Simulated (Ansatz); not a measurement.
# SnH₄ (triplet): from Hartree-Fock to the top rungs, def2-TZVPP

The task here is to estimate one member of a computed series from the others.

The runs use Ansatz 0.2.0, Gaussian basis; def2-TZVPP, core rule «outside noble gas», up to 9 orbitals frozen.

Plan: UHF; CCSD(T) on ROHF; CCSD(T) on UHF; BCCD(T) on ROHF; CCSDT(Q) on ROHF; CCSDT(Q) on UHF; CASSCF and MRCISD+Q, 8 electrons in 8 orbitals; CASSCF and NEVPT2, 8 electrons in 8 orbitals.

3 further runs of the same task are left out: 3 set aside as unsound or not needed.

## The system

The geometry is a PBE0/def2-TZVP stationary point (not a proven minimum) of the parent state, kept for this charge and spin. No spin-orbit coupling is included. Elements past krypton take def2 core potentials.

5 atoms, charge 0, spin multiplicity 3.

Atoms are counted from 1 here; the program's logs count them from 0.

Bond lengths: Sn1–H2 1.704 Å, Sn1–H3 1.704 Å, Sn1–H4 1.704 Å, Sn1–H5 1.704 Å. Angles: H2–Sn1–H3 109.5°, H2–Sn1–H4 109.5°, H2–Sn1–H5 109.5°, H3–Sn1–H4 109.5°, H3–Sn1–H5 109.5°, H4–Sn1–H5 109.5°.

Set-up of the first run:

Input file in.yaml:

```yaml
crystal:
  periodic: [false, false, false]
  atoms:
    - {symbol: Sn, position_ang: [0.000000, 0.000000, 0.000000]}
    - {symbol: H, position_ang: [0.978777, 0.987165, 0.985128]}
    - {symbol: H, position_ang: [-0.988972, -0.979870, 0.982225]}
    - {symbol: H, position_ang: [-0.978395, 0.980215, -0.992421]}
    - {symbol: H, position_ang: [0.988590, -0.987510, -0.974932]}
basis:
  gaussian: {orbitals: def2-TZVPP}
magnetization: {spin_polarized: true, initial_magnetization: 2}
hamiltonian: {xc: hf}
output: {orbitals: {seedname: orbitals}}
```

Run with:

```bash
$ ansatz run in.yaml --threads 1 --pin off --events-out ev --progress --plain --max-ram 4096MiB --backend cpu
```

Steps of the session up to this table: UHF; CCSD(T) on ROHF; CCSD(T) on UHF; BCCD(T) on ROHF; CCSDT(Q) on ROHF; CCSDT(Q) on UHF; CASSCF and MRCISD+Q, 8 electrons in 8 orbitals; CASSCF and NEVPT2, 8 electrons in 8 orbitals.

One of the session's tables, all rows but one given; the rest of the session is left out.

| method | from UCCSDT(Q) (meV) |
| --- | --- |
| ROHF | +4144.9 |
| UHF | +4091.3 |
| RMP2 | +930.3 |
| UMP2 | +929.0 |
| RCCSD | +189.5 |
| UCCSD | +181.0 |
| RCCSD(T) | +63.7 |
| UCCSD(T) | ? |
| BCCD(T) | +63.3 |
| RCCSDT | +16.2 |
| UCCSDT | +9.1 |
| RCCSDT(Q) | +7.4 |
| UCCSDT(Q) | 0 |
| CASSCF valence | +2743.1 |
| NEVPT2 valence | +796.9 |
| MRCISD valence | +209.3 |
| MRCISD+Q valence | +67.4 |

Estimate the missing values for UCCSD(T).

**Answer.** from UCCSDT(Q) (meV): +56.4. In the column «from UCCSDT(Q) (meV)» it lies between RCCSDT (+16.2) and BCCD(T) (+63.3).

To keep in mind: Restricted and unrestricted rows rest on different reference determinants; where their highest levels disagree by more than a few hundredths of an eV, they describe different states and don't form one ladder.
